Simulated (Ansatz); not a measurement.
# MnCH2 (sextet): the correlation ladder at distance Mn1–C2 = 5.410 Å, def2-SVP

How much of the correlation energy of MnCH2 (sextet) does each wave-function method recover here?

The runs use Ansatz 0.2.0, Gaussian basis; def2-SVP, core rule «outside noble gas», up to 10 orbitals frozen.

Plan: UHF; CCSD(T) on ROHF; CCSD(T) on UHF; CISD; CCSDT(Q) on ROHF; CCSDT(Q) on UHF; CASSCF and MRCISD+Q, 7 electrons in 7 orbitals; CASSCF and NEVPT2, 7 electrons in 7 orbitals.

19 further runs of the same task are left out: 2 for a mislabelled method, 1 for a known fault of the program, 13 that didn't finish, 3 set aside as unsound or not needed.

**1. What is computed**

The geometry derives from a PBE0/def2-TZVP stationary point (not a proven minimum). One bond is set to the value named and the two fragments are kept rigid.

4 atoms, charge 0, spin multiplicity 6.

Atoms are counted from 1 here; the program's logs count them from 0.

Bond lengths: C2–H3 1.096 Å, C2–H4 1.096 Å. Angles: H3–C2–H4 108.7°.

Geometry (Å):

```xyz
4
charge 0, multiplicity 6
Mn    0.0000    0.0000    4.3768
C     0.0000    0.0000   -1.0332
H     0.0000    0.8905   -1.6718
H     0.0000   -0.8905   -1.6718
```

**2. UHF**

in.yaml

```yaml
crystal:
  periodic: [false, false, false]
  atoms:
    - {symbol: Mn, position_ang: [0.000000, 0.000000, 4.376803]}
    - {symbol: C, position_ang: [0.000000, 0.000000, -1.033197]}
    - {symbol: H, position_ang: [0.000000, 0.890458, -1.671803]}
    - {symbol: H, position_ang: [0.000000, -0.890458, -1.671802]}
basis:
  gaussian: {orbitals: def2-SVP}
magnetization: {spin_polarized: true, initial_magnetization: 5}
hamiltonian: {xc: hf}
output: {orbitals: {seedname: orbitals}}
```

Run with:

```sh
$ ansatz run in.yaml --threads 1 --pin off --events-out ev --progress --plain --max-ram 2393MiB
```

After this run come: CCSD(T) on ROHF; CCSD(T) on UHF; CISD; CCSDT(Q) on ROHF; CCSDT(Q) on UHF; CASSCF and MRCISD+Q, 7 electrons in 7 orbitals; CASSCF and NEVPT2, 7 electrons in 7 orbitals.

Q: Predict the results of all the runs planned. Wanted: RCCSDT(Q) below the RHF energy; RMP2 from RCCSDT(Q); UMP2 from RCCSDT(Q); RCCSD from RCCSDT(Q); RCCSD(T) from RCCSDT(Q); UCCSD(T) from RCCSDT(Q); UCCSDT(Q) from RCCSDT(Q); NEVPT2 pair from RCCSDT(Q); MRCISD+Q pair from RCCSDT(Q).

**Answer**, as computed:

| quantity | value |
| --- | --- |
| RCCSDT(Q) below the RHF energy | -6.2544 eV |
| RMP2 from RCCSDT(Q) | +30.33 kcal/mol |
| UMP2 from RCCSDT(Q) | +22.51 kcal/mol |
| RCCSD from RCCSDT(Q) | +3.74 kcal/mol |
| RCCSD(T) from RCCSDT(Q) | +0.76 kcal/mol |
| UCCSD(T) from RCCSDT(Q) | -4.93 kcal/mol |
| UCCSDT(Q) from RCCSDT(Q) | -0.16 kcal/mol |
| NEVPT2 pair from RCCSDT(Q) | +34.53 kcal/mol |
| MRCISD+Q pair from RCCSDT(Q) | +2.17 kcal/mol |
| levels within 1 kcal/mol (43 meV) | RCCSD(T), RCCSDT, UCCSDT, UCCSDT(Q) |
| T1 diagnostic | 0.019 |

**Reading.** RCCSD(T) misses by +0.76 kcal/mol, 0.5 % of the correlation energy. CCSD(T) misses by +0.76 kcal/mol on the restricted determinant and by -4.93 kcal/mol on the unrestricted one; the two need not hold the same state or core. Of the multireference levels listed MRCISD+Q pair comes nearest in total energy (+2.17 kcal/mol), which doesn't show that its space is the better one. These misses are within one basis, not against nature; the frozen cores of restricted and unrestricted runs differ, which can shift their rows.
